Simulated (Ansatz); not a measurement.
**ClH₅SiSn: basis-set convergence**

The task here is to estimate one member of a computed series from the others.

Program: Ansatz 0.2.0, Gaussian basis. Level of theory: one geometry, several basis sets. These are calculated values, not measurements.

The runs, in order: PBE0-D4/def2-SVP; ωB97M-V/def2-SVP; PBE0-D4/def2-QZVPP; ωB97M-V/def2-QZVPP; the functionals' def2-TZVPP values are taken from earlier runs.

**The geometry**

An earlier PBE0-D4 in a triple-zeta def2 set relaxation fixed the geometry. Sn takes the def2 core potential; no spin-orbit term is included.

SMILES `Cl[SiH2][SnH3]`, 8 atoms, charge 0, spin multiplicity 1.

Atoms are counted from 1 here; the program's logs count them from 0.

Bond lengths: Cl1–Si2 2.065 Å, Si2–Sn3 2.563 Å, Si2–H4 1.484 Å, Si2–H5 1.484 Å, Sn3–H6 1.705 Å, Sn3–H7 1.708 Å, Sn3–H8 1.705 Å. Angles: Cl1–Si2–Sn3 109.3°, Cl1–Si2–H4 107.6°, Cl1–Si2–H5 107.6°, Sn3–Si2–H4 111.7°, Sn3–Si2–H5 111.7°, H4–Si2–H5 108.8°, Si2–Sn3–H6 110.0°, Si2–Sn3–H7 110.2°, Si2–Sn3–H8 110.0°, H6–Sn3–H7 108.8°, H6–Sn3–H8 109.1°, H7–Sn3–H8 108.8°.

As a file:

| atom | x (Å) | y (Å) | z (Å) |
| --- | --- | --- | --- |
| Cl1 | -2.31206 | 1.35511 | -0.31637 |
| Si2 | -0.64502 | 0.37417 | -1.03831 |
| Sn3 | 0.77233 | -0.44992 | 0.93216 |
| H4 | -1.11773 | -0.75080 | -1.88362 |
| H5 | 0.10351 | 1.33082 | -1.89157 |
| H6 | -0.14205 | -1.51143 | 1.90404 |
| H7 | 2.15150 | -1.27906 | 0.35950 |
| H8 | 1.28162 | 0.87401 | 1.87837 |

Set-up of the first run:

in.yaml reads:

```yaml
crystal:
  periodic: [false, false, false]
  atoms:
    - {symbol: Cl, position_ang: [-2.312063, 1.355112, -0.316369]}
    - {symbol: Si, position_ang: [-0.645022, 0.374165, -1.038312]}
    - {symbol: Sn, position_ang: [0.772329, -0.449924, 0.932157]}
    - {symbol: H, position_ang: [-1.117731, -0.750796, -1.883617]}
    - {symbol: H, position_ang: [0.103513, 1.330820, -1.891572]}
    - {symbol: H, position_ang: [-0.142048, -1.511428, 1.904044]}
    - {symbol: H, position_ang: [2.151498, -1.279060, 0.359496]}
    - {symbol: H, position_ang: [1.281623, 0.874010, 1.878372]}
basis:
  gaussian: {orbitals: def2-SVP}
hamiltonian: {xc: pbe0, dispersion: d4}
output: {orbitals: {seedname: orbitals}}
```

Started as:

```sh
$ ansatz run in.yaml --threads 2 --pin off --events-out ev --progress --plain --max-ram 4352MiB
```

Among the steps run: PBE0-D4 in def2-SVP; ωB97M-V in def2-SVP; PBE0-D4 in def2-QZVPP; ωB97M-V in def2-QZVPP.

One of the session's tables, all rows but one given; the rest of the session is left out.

It belongs to the step «Functionals by basis». 

```
functional       basis  HOMO (eV)
   PBE0-D4    def2-SVP      -7.84
   PBE0-D4  def2-TZVPP      -7.90
   PBE0-D4  def2-QZVPP          ?
   ωB97M-V    def2-SVP      -9.80
   ωB97M-V  def2-TZVPP      -9.89
   ωB97M-V  def2-QZVPP      -9.91
```

Estimate the missing values for PBE0-D4, def2-QZVPP.

As computed: HOMO (eV): -7.91. In the column «HOMO (eV)» it lies between ωB97M-V, def2-SVP (-9.80) and PBE0-D4, def2-TZVPP (-7.90).
